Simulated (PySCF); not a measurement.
**C³⁺ at other levels of theory**

Starting from one script, swap the method and compare what comes out for C³⁺.

The runs use PySCF 2.14.0; method and basis as typed in the scripts.

2 further runs of the same task are left out: 2 that didn't finish.

## Step 1: The atom

C³⁺: 1 atom, charge 3, spin multiplicity 2.

## Step 2: The base run

Contents of input.py:

```python
from pyscf import gto, dft, tdscf

mol = gto.M(
    atom='C 0 0 0',
    basis='6-311++g**',
    charge=3,
    spin=1,
    verbose=4,
)
mf = dft.UKS(mol, xc='pbesol')
mf = mf.density_fit(auxbasis='def2-universal-jkfit')
mf.kernel()
td = tdscf.TDA(mf)
td.nstates = 8
td.kernel()
td.analyze()
mf.dip_moment()
print('orbital energies (hartree):', [e[max(0, n-3):n+3].round(4) for e, n in zip(mf.mo_energy, mol.nelec)])
```

Started as:

```sh
OMP_NUM_THREADS=1 python input.py
```

The log of this run is left out.

Base result: E(SCF) = -34.571859 Eh, 5 cycles, ⟨S²⟩ = 0.750, excitations 8.56, 8.56, 8.56, 36.96, 38.56 eV.

## Step 3: Pbe

Run 1 changes functional: pbesol → pbe.

Contents of input.py:

```python
from pyscf import gto, dft, tdscf

mol = gto.M(
    atom='C 0 0 0',
    basis='6-311++g**',
    charge=3,
    spin=1,
    verbose=4,
)
mf = dft.UKS(mol, xc='pbe')
mf = mf.density_fit(auxbasis='def2-universal-jkfit')
mf.kernel()
td = tdscf.TDA(mf)
td.nstates = 8
td.kernel()
td.analyze()
mf.dip_moment()
print('orbital energies (hartree):', [e[max(0, n-3):n+3].round(4) for e, n in zip(mf.mo_energy, mol.nelec)])
```

Started as:

```sh
OMP_NUM_THREADS=1 python input.py
```

## Step 4: Slater,

Run 2 changes functional: pbesol → slater,.

Edit input.py of step 2 so:

```diff
@@ -9,3 +9,3 @@
 )
-mf = dft.UKS(mol, xc='pbesol')
+mf = dft.UKS(mol, xc='slater,')
 mf = mf.density_fit(auxbasis='def2-universal-jkfit')
```

## Step 5: Lda,vwn

Run 3 changes functional: pbesol → lda,vwn.

Edit input.py of step 2 so:

```diff
@@ -9,3 +9,3 @@
 )
-mf = dft.UKS(mol, xc='pbesol')
+mf = dft.UKS(mol, xc='lda,vwn')
 mf = mf.density_fit(auxbasis='def2-universal-jkfit')
```

## Step 6: NEVPT2 (ROHF)

Run 4 changes step after the SCF: tda → nevpt2; SCF type: UKS → ROHF; functional: pbesol → none (Hartree–Fock); active space: none → 1 electrons in 6 orbitals.

Contents of input.py:

```python
from pyscf import gto, scf, mcscf, mrpt

mol = gto.M(
    atom='C 0 0 0',
    basis='6-311++g**',
    charge=3,
    spin=1,
    verbose=4,
)
mf = scf.ROHF(mol)
mf = mf.density_fit(auxbasis='def2-universal-jkfit')
mf.kernel()
mc = mcscf.CASSCF(mf, 6, 1)
mc.kernel()
mc.analyze()
mrpt.NEVPT(mc).kernel()
mf.dip_moment()
print('orbital energies (hartree):', mf.mo_energy[..., max(0, mol.nelec[1]-3):mol.nelec[0]+3].round(4))
```

Before running it: what results should come out? Wanted: for each run, E(SCF); from base; gap, α spin; after the SCF.

**Answer**, as computed:

| run | E(SCF) (hartree) | from base (eV) | cycles | gap, α spin (eV) | after the SCF |
| --- | --- | --- | --- | --- | --- |
| base | -34.571859 | 0 | 5 | 8.14 | lowest root found 8.56 eV |
| pbe | -34.724435 | not comparable | 5 | 8.11 | lowest root found 8.49 eV |
| slater, (poor choice) | -34.196195 | not comparable | 5 | 7.88 | lowest root found 8.62 eV |
| lda,vwn | -34.399721 | not comparable | 5 | 7.79 | lowest root found 8.49 eV |
| NEVPT2 (ROHF) | -34.721799 | not comparable | 6 | n/a | NEVPT2 correlation -0.439 eV (from the SCF energy, the CASSCF gain included) |

A lower total energy from another functional means nothing by itself. Rows marked «poor choice» come from settings spoiled on purpose.
